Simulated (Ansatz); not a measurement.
# C₃H₁₀OSi: a ladder of functionals and wavefunction methods

Aim: compute C₃H₁₀OSi with functionals from several rungs and with coupled cluster, and see how far each lands from CCSD(T) at the basis-set limit for the atomisation energy.

Method: functionals in def2-TZVPP, the program's frozen cores in correlated methods; program: Ansatz 0.2.0, Gaussian basis.

Plan: PBE-D4, r2SCAN-D4, PBE0-D4, B3LYP-D4, ωB97X-V, ωB97M-V, B2PLYP; CCSD(T)/def2-TZVPP; MP2/def2-QZVPP; extrapolation to the limit.

## Step 1: The geometry

The geometry comes from an earlier relaxation with PBE0-D4 in a triple-zeta def2 set; it is a stationary point, not always the lowest conformer.

SMILES `CC([SiH3])CO`, 15 atoms, charge 0, spin multiplicity 1.

Atoms are counted from 1 here; the program's logs count them from 0.

Bond lengths: C1–C2 1.527 Å, C1–H6 1.092 Å, C1–H7 1.095 Å, C1–H8 1.091 Å, C2–Si3 1.884 Å, C2–C4 1.515 Å, C2–H9 1.098 Å, Si3–H10 1.489 Å, Si3–H11 1.490 Å, Si3–H12 1.487 Å, C4–O5 1.416 Å, C4–H13 1.099 Å, C4–H14 1.101 Å, O5–H15 0.960 Å. Angles: C2–C1–H6 111.5°, C2–C1–H7 111.0°, C2–C1–H8 110.6°, H6–C1–H7 107.6°, H6–C1–H8 108.2°, H7–C1–H8 107.7°, C1–C2–Si3 111.1°, C1–C2–C4 112.0°, C1–C2–H9 109.0°, Si3–C2–C4 111.1°, Si3–C2–H9 106.2°, C4–C2–H9 107.2°, C2–Si3–H10 111.2°, C2–Si3–H11 110.3°, C2–Si3–H12 109.7°, H10–Si3–H11 108.3°, H10–Si3–H12 108.8°, H11–Si3–H12 108.4° and more.

## Step 2: PBE-D4 (GGA)

Contents of in.yaml:

```yaml
crystal:
  periodic: [false, false, false]
  atoms:
    - {symbol: C, position_ang: [-1.207526, -0.461320, 0.852967]}
    - {symbol: C, position_ang: [0.057619, 0.235112, 0.355550]}
    - {symbol: Si, position_ang: [1.558890, -0.892158, 0.514136]}
    - {symbol: C, position_ang: [-0.095583, 0.743052, -1.063430]}
    - {symbol: O, position_ang: [-1.140001, 1.699103, -1.093187]}
    - {symbol: H, position_ang: [-1.111479, -0.770594, 1.896340]}
    - {symbol: H, position_ang: [-1.421896, -1.356614, 0.260560]}
    - {symbol: H, position_ang: [-2.069167, 0.203917, 0.773445]}
    - {symbol: H, position_ang: [0.259939, 1.106693, 0.992482]}
    - {symbol: H, position_ang: [2.803836, -0.194448, 0.088514]}
    - {symbol: H, position_ang: [1.387487, -2.104723, -0.334658]}
    - {symbol: H, position_ang: [1.713170, -1.326739, 1.928197]}
    - {symbol: H, position_ang: [0.846053, 1.194302, -1.407114]}
    - {symbol: H, position_ang: [-0.324687, -0.100477, -1.732135]}
    - {symbol: H, position_ang: [-1.278454, 1.974094, -2.002165]}
basis:
  gaussian: {orbitals: def2-TZVPP}
hamiltonian: {xc: pbe, dispersion: d4}
output: {forces: true, orbitals: {seedname: orbitals}}
```

Launch:

```sh
$ ansatz run in.yaml --threads 4 --pin off --events-out ev --progress --plain --max-ram 10444MiB
```

The runs that follow: r2SCAN-D4 (meta-GGA); PBE0-D4 (hybrid); B3LYP-D4 (hybrid); ωB97X-V (range-separated); ωB97M-V (range-separated); B2PLYP (double hybrid); CCSD(T) in def2-TZVPP; MP2 in def2-QZVPP.

**Question.** What will the summary of the whole plan be? Wanted: atomisation energy, CCSD(T)/CBS; farthest; mean size of error, hybrid; mean size of error, range-separated; gap, smallest and largest; T1 diagnostic; triples share of the correlation energy.

As calculated:

| quantity | value |
| --- | --- |
| atomisation energy, CCSD(T)/CBS | 5495.5 kJ/mol |
| functionals within 27.5 kJ/mol (0.5 %) | r2SCAN-D4, PBE0-D4, B3LYP-D4, ωB97X-V, ωB97M-V |
| farthest | B2PLYP (-69.0 kJ/mol) |
| mean size of error, hybrid | 8.6 kJ/mol |
| mean size of error, range-separated | 7.8 kJ/mol |
| gap, smallest and largest | 6.11 eV (PBE-D4), 13.02 eV (ωB97X-V) |
| T1 diagnostic | 0.0102 |
| triples share of the correlation energy | 3.6 % |

**Reading.** PBE-D4 misses by +55.7 kJ/mol. Double hybrids carry the basis error of their MP2 part in triple zeta, and no dispersion term here, so their miss is partly the set-up's. The reference freezes the cores and leaves out relativity and excitations past (T), so misses under about 27.5 kJ/mol can't be ranked. Hartree-Fock recovers 74 % of the binding; the rest is correlation. Orbital gaps span 6.1 to 13.0 eV; exact exchange widens them.
